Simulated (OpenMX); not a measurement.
The system is WS.

```
W S
1.0
     3.44485    0.00000    0.00000
     0.00000    3.44485    0.00000
     0.00000    0.00000    3.44485
W S
1 1
Direct
  0.50000 0.50000 0.50000
  0.00000 0.00000 0.00000
```

The cell was built by a generator and needn't be a form met in nature.

Base run:

| Item | Value |
| --- | --- |
| Program | OpenMX 3.8.5 |
| Functional | LDA |
| Potentials or basis | OpenMX 2013 LDA set, W7.0-s3p2d2f1, S7.0-s2p2d1f1, grid cutoff 400 Ry |
| k mesh | 7 × 7 × 7 |
| Occupations | fermi-dirac, width 0.05 eV |
| Spin | no spin polarisation |

Its results: pressure -41.7 GPa.

Q: The run is repeated on the same cell with these changes: functional from LDA to PBE; potentials or basis from OpenMX 2013 LDA set, W7.0-s3p2d2f1, S7.0-s2p2d1f1, grid cutoff 400 Ry to OpenMX 2013 PBE set, W7.0-s3p2d2f1, S7.0-s2p2d1f1, grid cutoff 400 Ry. What comes out?

A: Pressure -35.5 GPa.

Caveats: a pressure of tens of GPa on the cell as given is suspect, and the run, the potentials or the cell itself is likely at fault; the basis of atomic orbitals isn't converged, which shifts pressures, moduli and gaps.
